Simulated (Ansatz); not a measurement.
# FH5OSi2: the cost of one run

Program: Ansatz 0.2.0. Level of theory: RKS PBE-D4/def2-SVP. These are calculated values, not measurements.

### 1 The structure to begin with

Bond lengths: Si1–O2 1.680 Å, O2–Si3 1.680 Å, Si3–H4 1.460 Å, Si3–H5 1.460 Å, Si3–H6 1.460 Å, Si1–H7 1.460 Å, Si1–H8 1.459 Å, Si1–F9 1.589 Å. Angles: Si1–O2–Si3 125.0°, O2–Si1–H7 109.5°, O2–Si1–H8 109.5°, O2–Si1–F9 109.5°, H7–Si1–H8 109.5°, H7–Si1–F9 109.5°, H8–Si1–F9 109.5°, O2–Si3–H4 109.5°, O2–Si3–H5 109.5°, O2–Si3–H6 109.5°, H4–Si3–H5 109.4°, H4–Si3–H6 109.4°, H5–Si3–H6 109.4°.

Coordinates:

```xyz
9

Si    0.0000    0.0000    0.0000
O     0.0000    0.0000    1.6800
Si   -1.3147   -0.4067    2.6436
H    -2.2390   -1.2403    1.8804
H    -0.8506   -1.1432    3.8157
H    -1.9987    0.8095    3.0733
H     1.3768    0.0000   -0.4862
H    -0.6877    1.1914   -0.4862
F    -0.7489   -1.2974   -0.5295
```

### 2 Preparing the start

input.yaml reads:

```yaml
crystal:
  periodic: [false, false, false]
  atoms:
    - { symbol: Si, position_ang: [0.0, 0.0, 0.0] }
    - { symbol: O, position_ang: [0.0, 0.0, 1.68] }
    - { symbol: Si, position_ang: [-1.3147, -0.4067, 2.6436] }
    - { symbol: H, position_ang: [-2.239, -1.2403, 1.8804] }
    - { symbol: H, position_ang: [-0.8506, -1.1432, 3.8157] }
    - { symbol: H, position_ang: [-1.9987, 0.8095, 3.0733] }
    - { symbol: H, position_ang: [1.3768, 0.0, -0.4862] }
    - { symbol: H, position_ang: [-0.6877, 1.1914, -0.4862] }
    - { symbol: F, position_ang: [-0.7489, -1.2974, -0.5295] }
basis:
  gaussian: { orbitals: def2-SVP }
hamiltonian:
  xc: pbe
  dispersion: d4
relax:
  f_tol: 0.02
  max_steps: 40
output:
  orbitals: {}
```

The run is started by

```bash
ansatz run input.yaml --threads 1 --pin off --max-ram 2048MiB --backend cpu --events-out ev --progress --plain --runs-dir out
```

**Question.** How long does this run take on 1 thread of Arm Neoverse N1, shared host, and how much memory does it need?

About 99 s, with a peak of 0.12 GiB.
